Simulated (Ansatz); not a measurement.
# AlH3O2S: the cost of one run

Program: Ansatz 0.2.0. Level of theory: RKS revPBE-D4/def2-SVP. These are calculated values, not measurements.

## 1. Starting point

Bond lengths: Al1–O2 2.181 Å, Al1–S3 2.120 Å, Al1–O5 1.632 Å, O2–H6 0.953 Å, O5–H7 0.948 Å. Angles: Al1–O2–H6 171.6°, O2–Al1–S3 85.7°, O2–Al1–O5 116.4°, S3–Al1–O5 157.9°, Al1–O5–H7 173.0°.

Structure file:

```xyz
7

Al   -0.3981    0.4609   -0.4775
O     0.7661   -0.9886    0.6631
S     0.4711   -0.4297   -2.1936
H     0.9455   -1.0905   -0.5944
O    -1.3206    1.4915    0.3881
H     1.3199   -1.5129    1.2351
H    -1.7839    2.0693    0.9792
```

## 2. Pulling towards end A

Springs on the bonds that form and break draw the guess towards this end; the thresholds are loose.

File input.yaml:

```yaml
crystal:
  periodic: [false, false, false]
  atoms:
    - { symbol: Al, position_ang: [-0.3981, 0.4609, -0.4775] }
    - { symbol: O, position_ang: [0.7661, -0.9886, 0.6631] }
    - { symbol: S, position_ang: [0.4711, -0.4297, -2.1936] }
    - { symbol: H, position_ang: [0.9455, -1.0905, -0.5944] }
    - { symbol: O, position_ang: [-1.3206, 1.4915, 0.3881] }
    - { symbol: H, position_ang: [1.3199, -1.5129, 1.2351] }
    - { symbol: H, position_ang: [-1.7839, 2.0693, 0.9792] }
basis:
  gaussian: { orbitals: def2-SVP }
hamiltonian:
  xc: revpbe
  dispersion: d4
relax:
  f_tol: 0.15
  max_steps: 25
  restrain:
    - { distance: [3, 1], at: 2.27, k: 30.0 }
    - { distance: [0, 1], at: 1.87, k: 30.0 }
    - { distance: [3, 2], at: 1.36, k: 30.0 }
```

Command:

```bash
ansatz run input.yaml --threads 2 --pin off --max-ram 3072MiB --backend cpu --events-out ev --progress --plain --runs-dir out
```

**Question.** How long does this run take on 2 threads of Intel Xeon 6975P-C (Granite Rapids), shared host, and how much memory does it need?

About 12 s, with a peak of 0.16 GiB.
